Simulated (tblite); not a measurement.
# AlGe2H5O3: the cost of one run

Computed with tblite 0.8.0 and PySCF 2.14.0; each step states its level. No surroundings beyond the atoms listed, unless a continuum is named. Atoms count from 0, parts from 1.

## Step 1: Starting point

11 atoms, charge 0, multiplicity 1; geometry: distance geometry start.

## Step 2: Relaxing the cluster with GFN2-xTB

What the job is given:

```
{"job": {"kind": "relax", "xc": "GFN2-xTB", "basis": "xTB"}, "charge": 0, "multiplicity": 1}
Ge     0.605859    -0.556196    -0.373518
Ge    -1.304002    -2.046607    -0.479773
O      2.053141     0.510889     0.040096
Al     3.445342     0.081633     1.198400
O      4.646668    -1.215193     0.588401
O      2.977677    -0.034650     3.026619
H     -2.552363    -1.218578    -0.331329
H     -1.223832    -3.058789     0.614581
H     -1.331158    -2.715980    -1.809050
H      4.492850    -2.187899     0.598810
H      2.126145    -0.347502     3.372149
```

With the program's defaults for keys left out, this is: GFN2-xTB geometry optimisation, gas phase.

On the command line:

```sh
> OMP_NUM_THREADS=1 python cluster_run.py task.json out
```

The driver reads the jobs from task.json and runs them one after another.

Q: Estimate the wall time of this first job on 1 thread of Arm Neoverse V2, shared host.

About 3.3 s.
